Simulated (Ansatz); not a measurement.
# C2H7ClSi2: one species, many methods

Aim: compute C2H7ClSi2 with functionals from several rungs and with coupled cluster. The yardstick is the atomisation energy at the CCSD(T) limit.

Program: Ansatz 0.2.0, Gaussian basis. Level of theory: functionals in def2-TZVPP, the program's frozen cores in correlated methods. These are calculated values, not measurements.

The runs, in order: PBE-D4, r2SCAN-D4, PBE0-D4, B3LYP-D4, ωB97X-V, ωB97M-V, B2PLYP; CCSD(T)/def2-TZVPP; MP2/def2-QZVPP; extrapolation to the limit.

### 1 The relaxed structure

The geometry comes from an earlier relaxation with PBE0-D4 in a triple-zeta def2 set; it is a stationary point, not always the lowest conformer.

12 atoms, charge 0, spin multiplicity 1.

Atoms are counted from 1 here; the program's logs count them from 0.

Bond lengths: C1–C2 1.326 Å, C1–H6 1.085 Å, C1–H7 1.084 Å, C2–Cl3 1.743 Å, C2–Si4 1.873 Å, Si4–Si5 2.341 Å, Si4–H8 1.489 Å, Si4–H9 1.487 Å, Si5–H10 1.487 Å, Si5–H11 1.486 Å, Si5–H12 1.488 Å. Angles: C2–C1–H6 122.5°, C2–C1–H7 119.6°, H6–C1–H7 117.9°, C1–C2–Cl3 120.0°, C1–C2–Si4 125.8°, Cl3–C2–Si4 114.2°, C2–Si4–Si5 110.0°, C2–Si4–H8 107.5°, C2–Si4–H9 109.0°, Si5–Si4–H8 110.9°, Si5–Si4–H9 110.1°, H8–Si4–H9 109.3°, Si4–Si5–H10 109.7°, Si4–Si5–H11 110.7°, Si4–Si5–H12 109.5°, H10–Si5–H11 109.2°, H10–Si5–H12 108.8°, H11–Si5–H12 108.9°.

### 2 PBE-D4 (GGA)

in.yaml reads:

```yaml
crystal:
  periodic: [false, false, false]
  atoms:
    - {symbol: C, position_ang: [-1.740439, 1.343737, 0.896435]}
    - {symbol: C, position_ang: [-0.488482, 1.147221, 0.505867]}
    - {symbol: Cl, position_ang: [0.826372, 1.858272, 1.401731]}
    - {symbol: Si, position_ang: [0.051961, 0.104092, -0.952747]}
    - {symbol: Si, position_ang: [1.370210, -1.684080, -0.213842]}
    - {symbol: H, position_ang: [-1.992595, 1.941502, 1.765622]}
    - {symbol: H, position_ang: [-2.553087, 0.897834, 0.334045]}
    - {symbol: H, position_ang: [-1.178892, -0.386887, -1.630885]}
    - {symbol: H, position_ang: [0.827165, 0.954998, -1.894285]}
    - {symbol: H, position_ang: [0.618243, -2.480549, 0.792120]}
    - {symbol: H, position_ang: [2.630589, -1.189104, 0.397363]}
    - {symbol: H, position_ang: [1.706056, -2.562238, -1.367424]}
basis:
  gaussian: {orbitals: def2-TZVPP}
hamiltonian: {xc: pbe, dispersion: d4}
output: {forces: true, orbitals: {seedname: orbitals}}
```

Run with:

```bash
> ansatz run in.yaml --threads 4 --pin off --events-out ev --progress --plain --max-ram 10444MiB
```

The runs that follow: r2SCAN-D4 (meta-GGA); PBE0-D4 (hybrid); B3LYP-D4 (hybrid); ωB97X-V (range-separated); ωB97M-V (range-separated); B2PLYP (double hybrid); CCSD(T) in def2-TZVPP; MP2 in def2-QZVPP.

Q: Predict the results of all the runs planned. Wanted: atomisation energy, CCSD(T)/CBS; farthest; mean size of error, hybrid; mean size of error, range-separated; gap, smallest and largest; T1 diagnostic; triples share of the correlation energy.

As calculated:

| quantity | value |
| --- | --- |
| atomisation energy, CCSD(T)/CBS | 4040.4 kJ/mol |
| functionals within 20.2 kJ/mol (0.5 %) | r2SCAN-D4, PBE0-D4, B3LYP-D4, ωB97M-V |
| farthest | B2PLYP (-58.2 kJ/mol) |
| mean size of error, hybrid | 1.8 kJ/mol |
| mean size of error, range-separated | 13.6 kJ/mol |
| gap, smallest and largest | 4.67 eV (PBE-D4), 11.18 eV (ωB97X-V) |
| T1 diagnostic | 0.0123 |
| triples share of the correlation energy | 4.2 % |

What this shows: PBE-D4 misses by +42.2 kJ/mol. Double hybrids carry the basis error of their MP2 part in triple zeta, and no dispersion term here, so their miss is partly the set-up's. Misses under about 20.2 kJ/mol are within the doubt on the reference itself, which lacks core-valence correlation, relativity and higher excitations. Hartree-Fock recovers 75 % of the binding; the rest is correlation. The gap grows from 4.7 to 11.2 eV across the functionals, mostly with the share of exact exchange.
